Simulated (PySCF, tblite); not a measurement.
# C₈H₁₃FSi: geometry, infrared bands and NMR shifts

What infrared bands and NMR shifts should C₈H₁₃FSi (`C=C(C)[C@@H]1[SiH2]/C(=C\C)[C@H]1F`) show?

Computed with tblite 0.8.0 and PySCF 2.14.0, with density-fitted response routines of our own, on a single molecule in the gas phase. Atoms are numbered from 0 throughout.

## (1) Starting geometry

23 atoms, charge 0, multiplicity 1; geometry from: force field or distance geometry start.

Bonds of the start (Å): C0–C1 1.33, C1–C2 1.51, C1–C3 1.51, C3–Si4 1.90, Si4–C5 1.85, C5–C6 1.35, C6–C7 1.49, C5–C8 1.55, C8–F9 1.36, C8–C3 1.61, C0–H10 1.10, C0–H11 1.08, C2–H12 1.10, C2–H13 1.09, C2–H14 1.11, C3–H15 1.09, Si4–H16 1.48, Si4–H17 1.49, C6–H18 1.10, C7–H19 1.10, C7–H20 1.10, C7–H21 1.09, C8–H22 1.10.

## (2) Geometry optimisation with GFN2-xTB

What the job is given:

```
{"job": {"kind": "relax", "xc": "GFN2-xTB", "basis": "xTB"}, "charge": 0, "multiplicity": 1}
C     -2.916400     1.384800    -0.584300
C     -2.166400     0.540300     0.112700
C     -2.758800    -0.524100     1.004000
C     -0.670200     0.691300     0.025000
Si     0.209800    -0.381900    -1.272400
C      1.383800    -0.243100     0.153800
C      2.716500    -0.299100     0.353600
C      3.783200    -0.523700    -0.665200
C      0.229500    -0.012500     1.162900
F      0.476100     0.802700     2.223700
H     -4.012900     1.336800    -0.549800
H     -2.500700     2.164200    -1.205700
H     -2.501900    -0.349600     2.057600
H     -2.420200    -1.516800     0.700100
H     -3.865100    -0.513000     0.943800
H     -0.391300     1.742600    -0.072600
H     -0.316600    -1.755300    -1.437600
H      0.642400     0.341300    -2.499700
H      3.068700    -0.161400     1.384300
H      4.355100    -1.424700    -0.412400
H      3.366700    -0.648600    -1.672000
H      4.464000     0.325200    -0.683600
H     -0.180100    -0.948500     1.557800
```

Started as:

```
OMP_NUM_THREADS=1 python probes_run.py task.json out
```

This one command runs all jobs of the session in turn.

**Question.** This job is followed by: GFN2-xTB harmonic vibrations, gas phase; GIAO PBE0/pcSseg-1 NMR shielding, non-relativistic, gas phase. What will the session give for the following? strongest single infrared mode (GFN2-xTB); zero-point energy (GFN2-xTB); ¹³C shifts against TMS (PBE0/pcSseg-1); ¹H shifts against TMS (PBE0/pcSseg-1, means over atoms taken as alike); ²⁹Si shifts against TMS (PBE0/pcSseg-1); ¹⁹F shifts against CFCl3 (PBE0/pcSseg-1).

As calculated:

| quantity | value |
| --- | --- |
| strongest single infrared mode (GFN2-xTB) | 2265 cm⁻¹, 396 km/mol |
| zero-point energy (GFN2-xTB) | 113.8 kcal/mol |
| ¹³C shifts against TMS (PBE0/pcSseg-1) | 152.7, 152.5, 144.1, 114.8, 95.1, 47.6, 24.4, 22.9 ppm |
| ¹H shifts against TMS (PBE0/pcSseg-1, means over atoms taken as alike) | 6.96, 5.58, 5.06, 4.93, 4.84, 4.65, 3.24, 1.96, 1.93 ppm |
| ²⁹Si shifts against TMS (PBE0/pcSseg-1) | -59.0 ppm |
| ¹⁹F shifts against CFCl3 (PBE0/pcSseg-1) | -168.9 ppm |

Over 129 steps the energy fell by 0.425 eV; of the close pairs, C3–C8 changed most, 1.612 to 1.541 Å. All 63 modes are real, so the xTB geometry is a minimum. The strongest single mode, at 2265 cm⁻¹, moves mainly H16. Unscaled tight-binding wavenumbers are off by several per cent, some by more. Its intensities can rank the bands wrongly. The most deshielded hydrogen is H18 (hydrogen on an alkene CH), at 6.96 ppm: olefinic region.
